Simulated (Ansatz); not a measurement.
# La2AsS2: a single point and what it writes

One self-consistent run on La2AsS2 (a structure type of another compound, with these elements put in), nothing relaxed, to see whether it is a metal or has a gap, how the charge is shared and how far the cell is from equilibrium.

Program: Ansatz 0.2.0. Level of theory: DFT, r2SCAN, no spin polarisation, plane waves, PAW. These are calculated values, not measurements.

## 1. Geometry

Symmetry: C2/m, No. 12, monoclinic system. Conventional cell: a = 11.001 Å, b = 4.051 Å, c = 12.781 Å, α = 90.00°, β = 115.25°, γ = 90.00°. La (site symmetry m) is surrounded by 1 S at 2.59 Å and 2 As at 2.75 Å. La (site symmetry m) has 3 S at 2.46 to 2.76 Å as nearest neighbours. As (site symmetry m) has 1 As at 2.52 Å and 2 La at 2.75 Å as nearest neighbours. S (site symmetry m) has 3 La at 2.59 to 2.76 Å as nearest neighbours. S (site symmetry m) is surrounded by 1 La at 2.46 Å.

Its coordinates follow in the input file.

It is a restart: the density comes from an earlier run on this cell.

## 2. The run

Input file input.yaml:

```yaml
crystal:
  lattice:
    - [0.0, 4.0513, 0.0]
    - [5.500312, -2.02565, 0.0]
    - [-0.048259, 2.02565, -11.560008]
  atoms:
    - { symbol: La, position: [0.9548, 0.7341, 0.8245] }
    - { symbol: La, position: [0.0452, 0.2659, 0.1755] }
    - { symbol: La, position: [0.8119, 0.2259, 0.6021] }
    - { symbol: La, position: [0.1881, 0.7741, 0.3979] }
    - { symbol: As, position: [0.3942, 0.7728, 0.9844] }
    - { symbol: As, position: [0.6058, 0.2272, 0.0156] }
    - { symbol: S, position: [0.2114, 0.1852, 0.7624] }
    - { symbol: S, position: [0.7886, 0.8148, 0.2376] }
    - { symbol: S, position: [0.5937, 0.779, 0.5916] }
    - { symbol: S, position: [0.4063, 0.221, 0.4084] }
  symmetry: { tolerance: 0.0003 }
kpoints:
  mp_grid: { grid: [5, 5, 5], shift: [0, 0, 0] }
  band_path:
    path:
      - [0.0, 0.0, 0.0]
      - [0.58289915, -0.29144958, 0.29144958]
      - [0.41710085, -0.70855042, 0.70855042]
      - [0.0, -0.5, 0.5]
      - [0.0, 0.0, 0.0]
      - [0.0, -0.5, 0.0]
      - [0.44753669, -0.72376834, 0.22376834]
      - [0.55246331, -0.27623166, -0.22376834]
      - [0.0, 0.0, -0.5]
      - [0.0, 0.0, 0.0]
      - [0.5, -0.5, 0.0]
    npoints: 6
magnetization:
  spin_polarized: false
scf:
  occupations: { method: fermi_dirac }
  lower_state_search: "off"
  max_iter: 200
hamiltonian:
  pseudopotentials: { kind: paw }
  xc: r2scan
basis:
  ecutwfc: 500
  fft_grid_basis: typed
output:
  forces: true
  stress: true
  eigenvalues: true
  populations: true
  elf: true
  write_potential: true
  volumetric_format: npy
  dos:
    e_range: [-12, 8]
    de: 0.05
    projected: { site_lists: { As: [As], La: [La], S: [S] } }
checkpoint:
  read: saved_state
```

**Question.** What will these runs give? Wanted: largest force; pressure; character.

The runs gave:

| quantity | value |
| --- | --- |
| largest force | 3.127 eV/Å on S |
| pressure | 9.0 GPa |
| formation energy (elements from separate runs) | -1.52 eV/atom |
| character | not settled: levels touch at the Fermi level |

**Reading.** Counted by bands, filled and empty levels lie 0.01 eV apart on this mesh, less than the smearing, so this level nearly closes the gap; whether the cell conducts is not settled here. Forces reach 3.1 eV/Å, so the geometry is far from rest and the levels are not those of the relaxed cell. S feels the largest force, 3.13 eV/Å, so the positions are not relaxed. Set against separate runs on the elements (La dhcp, As grey arsenic (A7), alpha-S8 (Fddd)), it forms at -1.52 eV per atom, a bound cell by that test. The pressure of 9.0 GPa says the cell is too small, and unequal principal stresses would change its shape.

Limits of this run: the k mesh is coarse for a cell without a gap.
